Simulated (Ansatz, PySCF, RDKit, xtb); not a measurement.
# GeSi2NH9: which of the isomers drawn lies lowest?

A sample of isomers of GeSi2NH9 is drawn. Aim: find which of them has the lowest free energy at 298.15 K, then its properties. The sample is small against all isomers, and the most stable one of this formula need not be in it.

Plan: many cheap relaxations first (GFN2-xTB), then density-functional screening, relaxation at B3LYP/def2-SVP, vibrations (at GFN2-xTB) and a final energy. The numbers are computed, not measured.

### Step 1. Possible bonding patterns

Isomers were taken from a list of plausible structures; this is a sample, not all of them. That gives 4 candidates.

```tsv
label	SMILES	spin
c043	N[SiH2][SiH2][GeH3]	singlet
c078	[SiH3]N[SiH2][GeH3]	singlet
c586	[SiH3][N]([SiH3])[GeH3]	singlet
c605	N[Si@@H]([SiH3])[GeH3]	singlet
```

Candidates are built by distance geometry, with a force field where one applies, in up to four conformers (letters a to d).

Q: Predict the outcome of this search (final energies at CCSD(T)/def2-SVP + MP2/def2-TZVPP - MP2/def2-SVP).

| quantity | value |
| --- | --- |
| lowest structure found | [SiH3][N]([SiH3])[GeH3], singlet |
| next finalist | [SiH3]N[SiH2][GeH3], singlet, 3.2 kcal/mol higher in G |
| share at equilibrium, among the finalists | 99.5 % |
| dipole moment (PBE0/def2-TZVPD) | 0.75 D |
| HOMO energy (PBE0/def2-TZVPD) | -7.42 eV |
| LUMO energy (PBE0/def2-TZVPD) | -0.54 eV |
| HOMO–LUMO gap (PBE0/def2-TZVPD) | 6.88 eV |
| lowest excitation (TD-PBE0/def2-SVPD) | 5.61 eV (f = 0.003) |
| strongest of the states computed, same level | 6.78 eV (f = 0.034) |
| lowest triplet excitation, same level, Tamm-Dancoff | 5.24 eV |
| vertical ionisation energy | 9.10 eV |
| vertical electron affinity | -0.72 eV (unbound: the value depends on the basis) |
| vertical triplet less singlet | +5.11 eV |

The search ends on `[SiH3][N]([SiH3])[GeH3]`. The margin of 3.2 kcal/mol over the next finalist is beyond the usual error of the last level; it says nothing of structures that weren't ranked. GFN2-xTB, HF/STO-3G, HF/def2-SVP and MP2/def2-SVP already put its bonding pattern lowest among the structures in one piece; r2SCAN-D4/def2-SVP and B3LYP/def2-SVP favour the singlet [SiH3]N[SiH2][GeH3]. The search is not exhaustive (a finite list of starts, one conformer a finalist), so a lower isomer can't be ruled out. Only 4 drawn patterns were tried, so whole families of isomers are missing, and the result ranks this sample alone.
